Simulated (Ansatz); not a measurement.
# FH₆NOSiSn: up Jacob's ladder to CCSD(T)

How much do the methods differ for FH₆NOSiSn? The plan is to run it at one geometry with functionals of several rungs and with coupled cluster, and see how far each lands from CCSD(T) at the basis-set limit for the atomisation energy.

The runs use Ansatz 0.2.0, Gaussian basis; functionals in def2-TZVPP, the program's frozen cores in correlated methods.

The runs, in order: PBE-D4, r2SCAN-D4, PBE0-D4, B3LYP-D4, ωB97X-V, ωB97M-V, B2PLYP; CCSD(T)/def2-TZVPP; MP2/def2-QZVPP; extrapolation to the limit.

## Step 1: The relaxed structure

The geometry comes from an earlier relaxation with PBE0-D4 in a triple-zeta def2 set; it is a stationary point, not always the lowest conformer. Sn takes the def2 core potential; no spin-orbit term is included.

SMILES `[NH2][SnH]([OH])[SiH2]F`, 11 atoms, charge 0, spin multiplicity 1.

Atoms are counted from 1 here; the program's logs count them from 0.

Bond lengths: N1–Sn2 2.024 Å, N1–H6 1.011 Å, N1–H7 1.011 Å, Sn2–O3 1.971 Å, Sn2–Si4 2.578 Å, Sn2–H8 1.713 Å, O3–H9 0.961 Å, Si4–F5 1.607 Å, Si4–H10 1.483 Å, Si4–H11 1.486 Å. Angles: Sn2–N1–H6 115.1°, Sn2–N1–H7 114.6°, H6–N1–H7 108.4°, N1–Sn2–O3 104.0°, N1–Sn2–Si4 114.9°, N1–Sn2–H8 106.3°, O3–Sn2–Si4 103.3°, O3–Sn2–H8 109.0°, Si4–Sn2–H8 118.3°, Sn2–O3–H9 110.9°, Sn2–Si4–F5 107.0°, Sn2–Si4–H10 112.2°, Sn2–Si4–H11 111.8°, F5–Si4–H10 108.4°, F5–Si4–H11 107.5°, H10–Si4–H11 109.7°.

As a file:

```mol
FH6NOSiSn
  3D, bonds by distance, orders not assigned

 11 10  0  0  0  0  0  0  0  0999 V2000
   -1.0696    1.5934   -0.7068 N   0  0
   -0.1382   -0.2025   -0.7517 Sn  0  0
    1.6261    0.1944   -1.5350 O   0  0
    0.4477   -1.1792    1.5606 Si  0  0
    0.4699    0.0490    2.5974 F   0  0
   -0.9737    2.1049    0.1603 H   0  0
   -2.0498    1.5663   -0.9539 H   0  0
   -1.0280   -1.1774   -1.8438 H   0  0
    1.5810    0.9631   -2.1102 H   0  0
    1.7819   -1.8265    1.5738 H   0  0
   -0.5819   -2.1425    2.0298 H   0  0
  1  2  8  0
  2  3  8  0
  2  4  8  0
  4  5  8  0
  1  6  8  0
  1  7  8  0
  2  8  8  0
  3  9  8  0
  4 10  8  0
  4 11  8  0
M  END
```

## Step 2: PBE-D4 (GGA)

File in.yaml:

```yaml
crystal:
  periodic: [false, false, false]
  atoms:
    - {symbol: N, position_ang: [-1.069624, 1.593423, -0.706755]}
    - {symbol: Sn, position_ang: [-0.138246, -0.202481, -0.751657]}
    - {symbol: O, position_ang: [1.626142, 0.194413, -1.534964]}
    - {symbol: Si, position_ang: [0.447657, -1.179170, 1.560597]}
    - {symbol: F, position_ang: [0.469900, 0.049029, 2.597366]}
    - {symbol: H, position_ang: [-0.973700, 2.104859, 0.160268]}
    - {symbol: H, position_ang: [-2.049757, 1.566333, -0.953887]}
    - {symbol: H, position_ang: [-1.028039, -1.177414, -1.843810]}
    - {symbol: H, position_ang: [1.581011, 0.963104, -2.110246]}
    - {symbol: H, position_ang: [1.781884, -1.826469, 1.573758]}
    - {symbol: H, position_ang: [-0.581927, -2.142526, 2.029829]}
basis:
  gaussian: {orbitals: def2-TZVPP}
hamiltonian: {xc: pbe, dispersion: d4}
output: {forces: true, orbitals: {seedname: orbitals}}
```

Run with:

```sh
> ansatz run in.yaml --threads 2 --pin off --events-out ev --progress --plain --max-ram 22528MiB --backend cpu
```

The runs that follow: r2SCAN-D4 (meta-GGA); PBE0-D4 (hybrid); B3LYP-D4 (hybrid); ωB97X-V (range-separated); ωB97M-V (range-separated); B2PLYP (double hybrid); CCSD(T) in def2-TZVPP; MP2 in def2-QZVPP.

Before running them: what should the planned runs give, taken together? Wanted: atomisation energy, CCSD(T)/CBS; farthest; mean size of error, hybrid; mean size of error, range-separated; gap, smallest and largest; T1 diagnostic; triples share of the correlation energy.

As calculated:

```
                               quantity                                 value
        atomisation energy, CCSD(T)/CBS                        845.6 kcal/mol
functionals within 8.5 kcal/mol (1.0 %)              PBE-D4, ωB97X-V, ωB97M-V
                               farthest              PBE0-D4 (-21.8 kcal/mol)
             mean size of error, hybrid                         16.9 kcal/mol
    mean size of error, range-separated                          5.3 kcal/mol
              gap, smallest and largest  4.14 eV (PBE-D4), 10.52 eV (ωB97X-V)
                          T1 diagnostic                                0.0134
triples share of the correlation energy                                 3.2 %
```

In words: PBE-D4 misses by -1.6 kcal/mol. Double hybrids carry the basis error of their MP2 part in triple zeta, and no dispersion term here, so their miss is partly the set-up's. Misses under about 8.5 kcal/mol are within the doubt on the reference itself, which lacks core-valence correlation, spin-orbit coupling and higher excitations, and its outer-core shells are covered unevenly. All levels share the lack of spin-orbit coupling, which lowers the free heavy atoms and so the true binding. Hartree-Fock recovers 67 % of the binding; the rest is correlation. The gap grows from 4.1 to 10.5 eV across the functionals, mostly with the share of exact exchange. Correlated methods include outer-core shells of Sn, which these sets cover unevenly.
